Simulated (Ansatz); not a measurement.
**revPBE/STO-3G run of BClF2 (chlorodifluoroborane)**

Aim: the electronic atomisation energy of BClF2 (chlorodifluoroborane) at revPBE/STO-3G, from 4 runs. 

The calculation is run with Ansatz 0.2.0.

66 further runs of the same task are left out: 7 that didn't finish, 59 set aside as unsound or not needed.

## 1. Starting point

BClF2: 4 atoms, total charge 0, spin state singlet. As SMILES, `FB(F)Cl`. The shape is that of a PBE0-D4/def2-TZVP optimisation.

Bond lengths: F1–B2 1.310 Å, B2–F3 1.310 Å, B2–Cl4 1.740 Å. Angles: F1–B2–F3 119.0°, F1–B2–Cl4 120.5°, F3–B2–Cl4 120.5°.

## 2. A single-point energy at revPBE/STO-3G

run.yaml

```yaml
crystal:
  periodic: [false, false, false]
  atoms:
    - {symbol: F, position_ang: [-0.173700, -1.254300, -0.546300]}
    - {symbol: B, position_ang: [-0.067100, -0.041300, -0.062000]}
    - {symbol: F, position_ang: [-1.011600, 0.830100, -0.317700]}
    - {symbol: Cl, position_ang: [1.307900, 0.405300, 0.905700]}
basis:
  gaussian:
    orbitals: STO-3G
hamiltonian:
  xc: {name: revPBE}
accuracy: high
```

The run is started by

```sh
ansatz run run.yaml --threads 1 --pin off --max-ram 2610MiB --events-out events.jsonl --progress --plain --runs-dir runs
```

Standard output:

```text
Warning: RAYON_NUM_THREADS=1 ignored (pool sized by the plan → 1); use --threads N
Functional definition: revPBE
  name "revPBE"
  parameter kappa = 1.245
  parameter beta = 0.06672455060314922
  exchange = pbe_x(kappa = kappa, mu = beta*pi^2/3)
  correlation = pbe_c(beta = beta)
443 factors; integrals over basis functions are off by at most 3.2e-8 eV
mean field evaluation 1: about -18408.6228 eV, gradient 1.5e1 eV
mean field evaluation 2: about -18408.2854 eV, gradient 2.0e1 eV
mean field evaluation 4: about -18409.5899 eV, gradient 8.0e-1 eV
mean field evaluation 8: about -18409.5509 eV, gradient 2.0e-2 eV
mean field evaluation 16: about -18409.5509 eV, gradient 1.0e-8 eV
mean field -18409.55086553 eV, -676.5385158664 hartree, gradient 1.0e-8 eV, S^2 0.000000; 0 other end points of the search recorded, 0 dependent functions left out
reference -18409.55086719 eV, -676.5385159276 hartree; 20, 20 occupied and 4, 4 virtual orbitals, 443 factors
Total energy: -18409.55086719 eV, -676.5385159276 hartree
```

Wall time 1.3 s (1 thread of Arm Neoverse V1, shared host); peak memory 0.098 GiB.

## 3. The B atom

molecule.yaml

```yaml
crystal:
  periodic: [false, false, false]
  atoms:
    - {symbol: B, position_ang: [0.000000, 0.000000, 0.000000]}
basis:
  gaussian: {orbitals: STO-3G}
magnetization: {spin_polarized: true, initial_magnetization: 1}
hamiltonian: {xc: {name: revPBE}}
accuracy: high
```

Run the same way, it converges to -24.26814 Eh (log not shown).

## 4. The Cl atom, same level

run.yaml

```yaml
crystal:
  periodic: [false, false, false]
  atoms:
    - {symbol: Cl, position_ang: [0.000000, 0.000000, 0.000000]}
basis:
  gaussian: {orbitals: STO-3G}
hamiltonian: {xc: {name: revPBE}}
accuracy: high
magnetization: {spin_polarized: true, initial_magnetization: 1}
```

Run the same way, it converges to -455.03639 Eh (log not shown).

## 5. The F atom, same level

in.yaml

```yaml
crystal:
  periodic: [false, false, false]
  atoms:
    - {symbol: F, position_ang: [0.000000, 0.000000, 0.000000]}
basis:
  gaussian: {orbitals: STO-3G}
hamiltonian: {xc: {name: revPBE}}
magnetization: {spin_polarized: true, initial_magnetization: 1}
accuracy: high
```

The run is started by

```sh
ansatz run in.yaml --threads 1 --pin off --max-ram 2610MiB --events-out events.jsonl --progress --plain --runs-dir runs
```

Standard output:

```text
Warning: RAYON_NUM_THREADS=1 ignored (pool sized by the plan → 1); use --threads N
Functional definition: revPBE
  name "revPBE"
  parameter kappa = 1.245
  parameter beta = 0.06672455060314922
  exchange = pbe_x(kappa = kappa, mu = beta*pi^2/3)
  correlation = pbe_c(beta = beta)
15 factors; integrals over basis functions are off by at most 1.2e-9 eV
mean field evaluation 1: about -2673.3452 eV, gradient 6.4e-12 eV
mean field evaluation 2: about -2673.3458 eV, gradient 5.3e-11 eV
mean field evaluation 4: about -2673.3458 eV, gradient 0.0e0 eV
mean field evaluation 8: about -2673.3458 eV, gradient 2.8e-2 eV
mean field evaluation 16: about -2673.3458 eV, gradient 3.1e-12 eV
mean field -2673.34579578 eV, -98.2436459360 hartree, gradient 2.5e-24 eV, S^2 0.750000; 5 other end points of the search recorded, 0 dependent functions left out
reference -2673.34579615 eV, -98.2436459498 hartree; 5, 4 occupied and 0, 1 virtual orbitals, 15 factors
Total energy: -2673.34579615 eV, -98.2436459498 hartree
```

Run time: 0.44 s. Hardware: 1 thread of Arm Neoverse V1, shared host.

## 6. Results

Level: revPBE/STO-3G.

| quantity | value |
| --- | --- |
| molecule: total energy | -676.53852 Eh |
| B atom: total energy | -24.26814 Eh |
| B atom: ⟨S²⟩ | 0.750 |
| Cl atom: total energy | -455.03639 Eh |
| Cl atom: ⟨S²⟩ | 0.750 |
| F atom: total energy | -98.24365 Eh |
| F atom: ⟨S²⟩ | 0.750 |
| electronic atomisation energy | 20.318 eV |

In words: Taking the molecule apart into free atoms costs 20.32 eV (469 kcal/mol), before zero-point energy and without spin-orbit coupling. In a minimal basis such a difference can be off by several eV, whatever the method.
